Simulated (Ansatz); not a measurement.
# CH7BO2Si: up Jacob's ladder to CCSD(T)

Aim: compute CH7BO2Si with functionals from several rungs and with coupled cluster, and see how far each lands from CCSD(T) at the basis-set limit for the atomisation energy.

Method: functionals in def2-TZVPP, the program's frozen cores in correlated methods; program: Ansatz 0.2.0, Gaussian basis.

The runs, in order: PBE-D4, r2SCAN-D4, PBE0-D4, B3LYP-D4, ωB97X-V, ωB97M-V, B2PLYP; CCSD(T)/def2-TZVPP; MP2/def2-QZVPP; extrapolation to the limit.

## (1) The geometry

All runs share one geometry, relaxed beforehand with PBE0-D4 in a triple-zeta def2 set.

SMILES `C[SiH2]B(O)O`, 12 atoms, charge 0, spin multiplicity 1.

Atoms are counted from 1 here; the program's logs count them from 0.

Bond lengths: C1–Si2 1.881 Å, C1–H6 1.092 Å, C1–H7 1.093 Å, C1–H8 1.093 Å, Si2–B3 2.044 Å, Si2–H9 1.494 Å, Si2–H10 1.494 Å, B3–O4 1.363 Å, B3–O5 1.361 Å, O4–H11 0.958 Å, O5–H12 0.958 Å. Angles: Si2–C1–H6 111.2°, Si2–C1–H7 111.0°, Si2–C1–H8 111.0°, H6–C1–H7 107.6°, H6–C1–H8 107.6°, H7–C1–H8 108.3°, C1–Si2–B3 111.8°, C1–Si2–H9 109.6°, C1–Si2–H10 109.6°, B3–Si2–H9 109.9°, B3–Si2–H10 109.9°, H9–Si2–H10 106.0°, Si2–B3–O4 122.0°, Si2–B3–O5 123.4°, O4–B3–O5 114.5°, B3–O4–H11 113.5°, B3–O5–H12 113.8°.

## (2) PBE-D4 (GGA)

in.yaml

```yaml
crystal:
  periodic: [false, false, false]
  atoms:
    - {symbol: C, position_ang: [-1.197903, 1.025378, 0.865526]}
    - {symbol: Si, position_ang: [0.524924, 0.318529, 0.602797]}
    - {symbol: B, position_ang: [0.584802, -0.957706, -0.992611]}
    - {symbol: O, position_ang: [-0.520582, -1.230395, -1.741781]}
    - {symbol: O, position_ang: [1.714189, -1.601803, -1.396141]}
    - {symbol: H, position_ang: [-1.218756, 1.705227, 1.719594]}
    - {symbol: H, position_ang: [-1.923066, 0.230166, 1.058320]}
    - {symbol: H, position_ang: [-1.529682, 1.586841, -0.012009]}
    - {symbol: H, position_ang: [0.967565, -0.393095, 1.839349]}
    - {symbol: H, position_ang: [1.497374, 1.433822, 0.398023]}
    - {symbol: H, position_ang: [-1.305990, -0.769308, -1.444474]}
    - {symbol: H, position_ang: [2.484224, -1.402555, -0.862491]}
basis:
  gaussian: {orbitals: def2-TZVPP}
hamiltonian: {xc: pbe, dispersion: d4}
output: {forces: true, orbitals: {seedname: orbitals}}
```

The run is started by

```console
> ansatz run in.yaml --threads 4 --pin off --events-out ev --progress --plain --max-ram 10444MiB
```

After this run come: r2SCAN-D4 (meta-GGA); PBE0-D4 (hybrid); B3LYP-D4 (hybrid); ωB97X-V (range-separated); ωB97M-V (range-separated); B2PLYP (double hybrid); CCSD(T) in def2-TZVPP; MP2 in def2-QZVPP.

Before running them: what should the planned runs give, taken together? Wanted: atomisation energy, CCSD(T)/CBS; farthest; mean size of error, hybrid; mean size of error, range-separated; gap, smallest and largest; T1 diagnostic; triples share of the correlation energy.

As calculated:

```
                               quantity                                           value
        atomisation energy, CCSD(T)/CBS                                       47.428 eV
    functionals within 0.237 eV (0.5 %)  r2SCAN-D4, PBE0-D4, B3LYP-D4, ωB97X-V, ωB97M-V
                               farthest                              PBE-D4 (+0.634 eV)
             mean size of error, hybrid                                        0.105 eV
    mean size of error, range-separated                                        0.106 eV
              gap, smallest and largest            5.49 eV (PBE-D4), 12.24 eV (ωB97X-V)
                          T1 diagnostic                                          0.0129
triples share of the correlation energy                                           3.6 %
```

**Reading.** PBE-D4 is off by +0.634 eV. Double hybrids carry the basis error of their MP2 part in triple zeta, and no dispersion term here, so their miss is partly the set-up's. Misses under about 0.237 eV are within the doubt on the reference itself, which lacks core-valence correlation, relativity and higher excitations. Hartree-Fock recovers 74 % of the binding; the rest is correlation. Orbital gaps span 5.5 to 12.2 eV; exact exchange widens them.
